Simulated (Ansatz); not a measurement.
TiFe, space group Pm-3m: a comparison of functionals at one structure, run with Ansatz 0.2.0, Python API.

`xc.py`
```python
# -*- coding: utf-8 -*-
"""One structure of TiFe under several functionals."""

import csv
import warnings

import ansatz as az
from pymatgen.core import Lattice, Structure
from pymatgen.io.ase import AseAtomsAdaptor

KMESH = (10, 10, 10)
TOLERANCE = 1e-09
SMEARING = "fermi_dirac"

warnings.simplefilter("ignore", az.DeckWarning)

pmg_structure = Structure(
    Lattice([[2.976, 0.0, 0.0], [0.0, 2.976, 0.0], [0.0, 0.0, 2.976]]),
    ["Ti", "Fe"],
    [
        [0.5, 0.5, 0.5],
        [0.0, 0.0, 0.0],
    ],
)
cell = az.Crystal.from_ase(AseAtomsAdaptor.get_atoms(pmg_structure)).moments(Fe=4.5)

job = (
    cell.calculation()
    .kpoints(*KMESH, center="gamma")
    .scf(tolerance=TOLERANCE)
    .spin("collinear")
    .occupations(SMEARING, width=100 * az.meV)
    .stress()
)

rows = []
for value in ["lda", "pbesol", "blyp"]:
    r = job.functional(value).run(threads=1, backend="cpu").report
    rows.append((value, r["free_energy_ev"] / len(r["lattice"]["sites"]), r["n_iterations"], sum(r["stress_gpa"][i][i] for i in range(3)) / 3, r["magnetization_mub"], r["n_kpoints"]))

with open("xc.csv", "w", newline="") as handle:
    writer = csv.writer(handle)
    writer.writerow(["functional", "F/atom (eV)", "iterations", "P (GPa)", "moment (muB)", "k-points"])
    writer.writerows([round(v, 5) if isinstance(v, float) else v for v in row] for row in rows)
print(open("xc.csv").read())
```

Which functional puts this cell under the lowest pressure, and which under the highest?

From lowest to highest: LDA (-17.2 GPa), PBEsol (-11.3 GPa) and BLYP (1.7 GPa). At a fixed cell a lower pressure usually means a smaller equilibrium volume, so LDA prefers the smallest cell and BLYP the largest.

The output:

```console
$ python xc.py
RunWarning: the starting moments were not kept: the SCF closed with an absolute magnetisation of 1.1e-6 μB, where they sum to 4.5 μB in size (1 site). That is at most 0.1 of that sum. Measured as [...]
functional,F/atom (eV),iterations,P (GPa),moment (muB),k-points
lda,-3435.6087,14,-17.24855,-0.0,56
pbesol,-3461.82511,15,-11.28456,-0.0,56
blyp,-3497.47663,16,1.67311,0.0,56
```
(Warnings from the package without file and line, shortened, repeats left out.)

Caveats:
- The SCF didn't keep the moments it started from (some shrank, vanished or turned); what is printed is the state reached.
- BLYP can be off by several per cent in the lattices of metals, and by several GPa in the pressure at a fixed cell.
- The mesh is modest for a metal, so energies can be off by several to tens of meV an atom and pressures by half a GPa or more; differences at equal mesh fare better.
- The overall sign of a collinear moment is arbitrary, and semilocal functionals can give small moments to compounds that are paramagnetic.
- Pressure is positive in compression.
- The starting cell is as deposited in a crystallographic database; the results hold for this polymorph, which needn't be the stable one.
- Total energies of different functionals can't be compared; pressures, moments and gaps at this one structure can.
- The script silences the warnings on its input, which a real study should read.
- It ran for 31 s on 1 thread of Intel(R) Xeon(R) Platinum 8488C (Sapphire Rapids) (shared host), peak memory 0.52 GiB.
